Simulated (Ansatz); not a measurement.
# CH₃F₃OSi: how energies converge with the basis set

How large a basis does CH₃F₃OSi need? Two functionals are run in growing sets.

The runs use Ansatz 0.2.0, Gaussian basis; one geometry, several basis sets.

Plan: PBE0-D4/def2-SVP; ωB97M-V/def2-SVP; PBE0-D4/def2-QZVPP; ωB97M-V/def2-QZVPP; the functionals' def2-TZVPP values are taken from earlier runs.

## 1. The geometry

An earlier PBE0-D4 in a triple-zeta def2 set relaxation fixed the geometry.

SMILES `FC(F)(F)O[SiH3]`, 9 atoms, charge 0, spin multiplicity 1.

Atoms are counted from 1 here; the program's logs count them from 0.

Bond lengths: F1–C2 1.338 Å, C2–F3 1.345 Å, C2–F4 1.326 Å, C2–O5 1.328 Å, O5–Si6 1.679 Å, Si6–H7 1.480 Å, Si6–H8 1.481 Å, Si6–H9 1.476 Å. Angles: F1–C2–F3 106.8°, F1–C2–F4 107.8°, F1–C2–O5 111.9°, F3–C2–F4 107.9°, F3–C2–O5 112.1°, F4–C2–O5 110.1°, C2–O5–Si6 126.7°, O5–Si6–H7 109.6°, O5–Si6–H8 109.5°, O5–Si6–H9 103.9°, H7–Si6–H8 110.6°, H7–Si6–H9 111.3°, H8–Si6–H9 111.7°.

## 2. PBE0-D4 in def2-SVP

The input, in.yaml:

```yaml
crystal:
  periodic: [false, false, false]
  atoms:
    - {symbol: F, position_ang: [0.409799, -0.117444, -2.049067]}
    - {symbol: C, position_ang: [0.966010, -0.344851, -0.853955]}
    - {symbol: F, position_ang: [0.679460, -1.617501, -0.527818]}
    - {symbol: F, position_ang: [2.281206, -0.246667, -0.993225]}
    - {symbol: O, position_ang: [0.537994, 0.514781, 0.063417]}
    - {symbol: Si, position_ang: [-0.909353, 0.439752, 0.910178]}
    - {symbol: H, position_ang: [-0.822484, -0.610098, 1.949285]}
    - {symbol: H, position_ang: [-2.018070, 0.154416, -0.028938]}
    - {symbol: H, position_ang: [-1.036164, 1.781412, 1.513022]}
basis:
  gaussian: {orbitals: def2-SVP}
hamiltonian: {xc: pbe0, dispersion: d4}
output: {orbitals: {seedname: orbitals}}
```

Launch:

```sh
$ ansatz run in.yaml --threads 4 --pin off --events-out ev --progress --plain --max-ram 10444MiB
```

The program printed:

```text
Functional definition: PBE0
  name "PBE0"
  cite "Adamo & Barone, J. Chem. Phys. 110, 6158 (1999) doi:10.1063/1.478522"
  cite "Perdew, Burke & Ernzerhof, Phys. Rev. Lett. 77, 3865 (1996) doi:10.1103/PhysRevLett.77.3865"
  parent pbe
  parameter a = 0.25
  parameter kappa = 0.804
  parameter beta = 0.06672455060314922
  exchange = (1 - a)*pbe_x(kappa = kappa, mu = beta*pi^2/3) + a*exact_x
  correlation = pbe_c(beta = beta)
984 factors; integrals over basis functions are off by at most 1.2e-3 eV
mean field evaluation 1: about -19132.6426 eV, gradient 5.1e1 eV
mean field evaluation 2: about -19129.2762 eV, gradient 6.9e1 eV
mean field evaluation 4: about -19136.6353 eV, gradient 2.4e0 eV
mean field evaluation 8: about -19136.8433 eV, gradient 1.2e-1 eV
mean field evaluation 16: about -19136.8434 eV, gradient 7.8e-5 eV
mean field -19136.84336425 eV, -703.2660222177 hartree, gradient 7.8e-5 eV, S^2 0.000000; 0 other end points of the search recorded, 0 dependent functions left out
reference -19136.84338372 eV, -703.2660229336 hartree; 29, 29 occupied and 74, 74 virtual orbitals, 984 factors
Total energy: -19136.98516590 eV, -703.2712333322 hartree
```

Run time: 1.1 s. Hardware: 4 threads of Arm Neoverse V1, shared host.

## 3. ωB97M-V in def2-SVP

in.yaml: that of step 2 with these lines changed.

```diff
@@ -14,3 +14,3 @@
   gaussian: {orbitals: def2-SVP}
-hamiltonian: {xc: pbe0, dispersion: d4}
+hamiltonian: {xc: {name: wB97M-V}}
 output: {orbitals: {seedname: orbitals}}
```

Launched as before.

The program printed:

```text
Functional definition: wB97M-V
  name "wB97M-V"
  cite "Mardirossian & Head-Gordon, J. Chem. Phys. 144, 214110 (2016) doi:10.1063/1.4952647"
  cite "Becke, J. Chem. Phys. 107, 8554 (1997) doi:10.1063/1.475007"
  cite "Vydrov & Van Voorhis, J. Chem. Phys. 133, 244103 (2010) doi:10.1063/1.3521275"
  # Of w^i u^j: cxij and so on, Table III.
  parameter omega = 0.3/bohr
  parameter cx = 0.15
  parameter cx01 = 1.007
  parameter cx10 = 0.259
  parameter css00 = 0.443
  parameter css04 = -1.437
  parameter css10 = -4.535
  parameter css20 = -3.390
  parameter css43 = 4.278
  parameter cos00 = 1.000
  parameter cos10 = 1.358
  parameter cos20 = 2.924
  parameter cos21 = -8.812
  parameter cos60 = -1.390
  parameter cos61 = 9.142
  parameter b = 6.0
  parameter c = 0.01
  gx(w, u) = 1 - cx + cx01*u + cx10*w
  gss(w, u) = css00 + css04*u^4 + css10*w + css20*w^2 + css43*w^4*u^3
  gos(w, u) = cos00 + cos10*w + (cos20 + cos21*u)*w^2 + (cos60 + cos61*u)*w^6
  exchange = spin_sum(e_x_unif_sr(omega)*gx(b97_w, b97_u_x)) + cx*exact_x_sr(omega) + exact_x_lr(omega)
  correlation = spin_sum(e_c_pw_mod_same_spin*gss(b97_w, b97_u_same))
      + integral(e_c_pw_mod_opposite_spin*gos(b97_w_opposite, b97_u_opposite)) + vv10(b, c)
984 factors; integrals over basis functions are off by at most 1.2e-3 eV
249 factors; integrals over basis functions are off by at most 4.8e-6 eV
mean field evaluation 1: about -19142.7445 eV, gradient 5.4e1 eV
mean field evaluation 2: about -19143.1270 eV, gradient 5.5e1 eV
mean field evaluation 4: about -19147.5158 eV, gradient 1.0e0 eV
mean field evaluation 8: about -19147.6360 eV, gradient 6.2e-2 eV
mean field evaluation 16: about -19147.6360 eV, gradient 2.2e-5 eV
mean field -19147.63604403 eV, -703.6626458844 hartree, gradient 2.2e-5 eV, S^2 0.000000; 0 other end points of the search recorded, 0 dependent functions left out
reference -19147.63607634 eV, -703.6626470716 hartree; 29, 29 occupied and 74, 74 virtual orbitals, 984 factors
Total energy: -19147.63607634 eV, -703.6626470716 hartree
```

It took 4.2 s on 4 threads of Arm Neoverse V1, shared host; peak memory 0.31 GiB.

## 4. PBE0-D4 in def2-QZVPP

in.yaml: that of step 3 with these lines changed.

```diff
@@ -13,4 +13,4 @@
 basis:
-  gaussian: {orbitals: def2-SVP}
-hamiltonian: {xc: {name: wB97M-V}}
+  gaussian: {orbitals: "def2-QZVPP.json"}
+hamiltonian: {xc: pbe0, dispersion: d4}
 output: {orbitals: {seedname: orbitals}}
```

The command is unchanged.

The program printed:

```text
Functional definition: PBE0
  name "PBE0"
  cite "Adamo & Barone, J. Chem. Phys. 110, 6158 (1999) doi:10.1063/1.478522"
  cite "Perdew, Burke & Ernzerhof, Phys. Rev. Lett. 77, 3865 (1996) doi:10.1103/PhysRevLett.77.3865"
  parent pbe
  parameter a = 0.25
  parameter kappa = 0.804
  parameter beta = 0.06672455060314922
  exchange = (1 - a)*pbe_x(kappa = kappa, mu = beta*pi^2/3) + a*exact_x
  correlation = pbe_c(beta = beta)
1477 factors; their error is unknown
mean field evaluation 1: about -19149.6449 eV, gradient 5.8e1 eV
mean field evaluation 2: about -19145.2491 eV, gradient 7.9e1 eV
mean field evaluation 4: about -19154.0730 eV, gradient 3.5e0 eV
mean field evaluation 8: about -19154.0882 eV, gradient 2.3e-2 eV
mean field evaluation 16: about -19154.0964 eV, gradient 2.7e-5 eV
mean field -19154.09636466 eV, -703.9000582885 hartree, gradient 2.7e-5 eV, S^2 0.000000; 0 other end points of the search recorded, 0 dependent functions left out
reference -19154.09639778 eV, -703.9000595057 hartree; 29, 29 occupied and 416, 416 virtual orbitals, 1477 factors
Total energy: -19154.23817995 eV, -703.9052699044 hartree
```

Wall time 7.5 s (4 threads of Arm Neoverse V1, shared host); peak memory 1.5 GiB.

## 5. ωB97M-V in def2-QZVPP

in.yaml: that of step 4 with these lines changed.

```diff
@@ -14,3 +14,3 @@
   gaussian: {orbitals: "def2-QZVPP.json"}
-hamiltonian: {xc: pbe0, dispersion: d4}
+hamiltonian: {xc: {name: wB97M-V}}
 output: {orbitals: {seedname: orbitals}}
```

Same command.

The program printed:

```text
Functional definition: wB97M-V
  name "wB97M-V"
  cite "Mardirossian & Head-Gordon, J. Chem. Phys. 144, 214110 (2016) doi:10.1063/1.4952647"
  cite "Becke, J. Chem. Phys. 107, 8554 (1997) doi:10.1063/1.475007"
  cite "Vydrov & Van Voorhis, J. Chem. Phys. 133, 244103 (2010) doi:10.1063/1.3521275"
  # Of w^i u^j: cxij and so on, Table III.
  parameter omega = 0.3/bohr
  parameter cx = 0.15
  parameter cx01 = 1.007
  parameter cx10 = 0.259
  parameter css00 = 0.443
  parameter css04 = -1.437
  parameter css10 = -4.535
  parameter css20 = -3.390
  parameter css43 = 4.278
  parameter cos00 = 1.000
  parameter cos10 = 1.358
  parameter cos20 = 2.924
  parameter cos21 = -8.812
  parameter cos60 = -1.390
  parameter cos61 = 9.142
  parameter b = 6.0
  parameter c = 0.01
  gx(w, u) = 1 - cx + cx01*u + cx10*w
  gss(w, u) = css00 + css04*u^4 + css10*w + css20*w^2 + css43*w^4*u^3
  gos(w, u) = cos00 + cos10*w + (cos20 + cos21*u)*w^2 + (cos60 + cos61*u)*w^6
  exchange = spin_sum(e_x_unif_sr(omega)*gx(b97_w, b97_u_x)) + cx*exact_x_sr(omega) + exact_x_lr(omega)
  correlation = spin_sum(e_c_pw_mod_same_spin*gss(b97_w, b97_u_same))
      + integral(e_c_pw_mod_opposite_spin*gos(b97_w_opposite, b97_u_opposite)) + vv10(b, c)
1457 factors; their error is unknown
303 factors; integrals over basis functions are off by at most 8.9e-6 eV
mean field evaluation 1: about -19160.0764 eV, gradient 5.9e1 eV
mean field evaluation 2: about -19159.9958 eV, gradient 6.3e1 eV
mean field evaluation 4: about -19165.1143 eV, gradient 1.7e0 eV
mean field evaluation 8: about -19165.1219 eV, gradient 7.0e-2 eV
mean field evaluation 16: about -19165.1191 eV, gradient 6.9e-5 eV
mean field -19165.11914652 eV, -704.3051380503 hartree, gradient 1.7e-5 eV, S^2 0.000000; 0 other end points of the search recorded, 0 dependent functions left out
reference -19165.11920210 eV, -704.3051400926 hartree; 29, 29 occupied and 416, 416 virtual orbitals, 1457 factors
Total energy: -19165.11920210 eV, -704.3051400926 hartree
```

Run time: 17 s. Hardware: 4 threads of Arm Neoverse V1, shared host; peak memory 1.8 GiB.

## 6. Density functionals: the series

The def2-TZVPP values come from earlier runs at the same geometry.

| functional | basis | functions | energy (eV) | from the largest (eV) | HOMO (eV) | LUMO (eV) |
| --- | --- | --- | --- | --- | --- | --- |
| PBE0-D4 | def2-SVP | 103 | -19136.9852 | 17.253 | -9.69 | 0.24 |
| PBE0-D4 | def2-TZVPP | 239 | -19153.3900 | 0.848 | -9.74 | -0.21 |
| PBE0-D4 | def2-QZVPP | 445 | -19154.2382 | 0.000 | -9.76 | -0.36 |
| ωB97M-V | def2-SVP | 103 | -19147.6361 | 17.483 | -11.97 | 2.21 |
| ωB97M-V | def2-TZVPP | 239 | -19164.3304 | 0.789 | -12.06 | 1.50 |
| ωB97M-V | def2-QZVPP | 445 | -19165.1192 | 0.000 | -12.08 | 1.12 |

## 7. What came out

| quantity | value |
| --- | --- |
| PBE0-D4: double and triple zeta above quadruple | 17.25, 0.85 eV |
| ωB97M-V: double and triple zeta above quadruple | 17.48, 0.79 eV |

PBE0-D4 gains 16.40 eV from double to triple zeta, then 0.85 eV more. Total energies overstate the basis error of differences, where much of it tends to cancel. The LUMO of ωB97M-V is positive and keeps falling with the basis (2.21 to 1.12 eV): an unbound level that the basis holds in place.

For PBE0-D4 the largest set took about 7 times as long as the smallest (7.5 s against 1.1 s).
